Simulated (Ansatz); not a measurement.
NbTe:

```
CELL_PARAMETERS angstrom
3.70297 0.00000 0.00000
-1.85149 3.20687 0.00000
0.00000 0.00000 3.69421
ATOMIC_POSITIONS crystal
Te 0.66667 0.33333 0.00000
Nb 0.00000 0.00000 0.50000
```

The cell comes from a database or a generator and needn't be the stable form of this composition.

- Program: Ansatz 0.2.0
- Task: relaxation of cell and atoms
- Functional: PBEsol
- Dispersion: D4
- Potentials or basis: Ansatz PAW
- Cutoff: 420 eV (not typed: the program's choice for these potentials)
- k mesh: 8 × 8 × 7
- Occupations: fermi-dirac, width 0.05 eV
- Spin: no spin polarisation

At the start: volume 21.93 Å³/atom.

Question: How do energy, volume and symmetry change on relaxing?

Answer: It ends after 5 steps and the volume is 20.63 Å³/atom (-5.9 %); space group P-6m2 (No. 187, to 0.05 Å).

Step by step:
```tsv
step	energy change (eV)	largest force (eV/Å)	volume (Å³)
1	0.0000	0.0000	43.87
2	-0.0601	0.0000	41.65
3	-0.0619	0.0000	41.21
4	-0.0619	0.0000	41.26
5	-0.0614	0.0000	41.26
```

Final structure:
```yaml
crystal:
  lattice:
    - [3.60605, 0.00000, 0.00000]
    - [-1.80302, 3.12293, 0.00000]
    - [0.00000, 0.00000, 3.66418]
  atoms:
    - { symbol: Te, position: [0.66667, 0.33333, 0.00000] }
    - { symbol: Nb, position: [0.00000, 0.00000, 0.50000] }
```

Caveat: the plane-wave basis is chosen anew once the cell has moved, so the energies of steps on either side of that aren't comparable; pairwise dispersion overbinds metals, which lowers pressure and volume; the PAW data sets come from PBE, with cores solved anew for the run's functional, which leaves a small shift of forces and pressure.
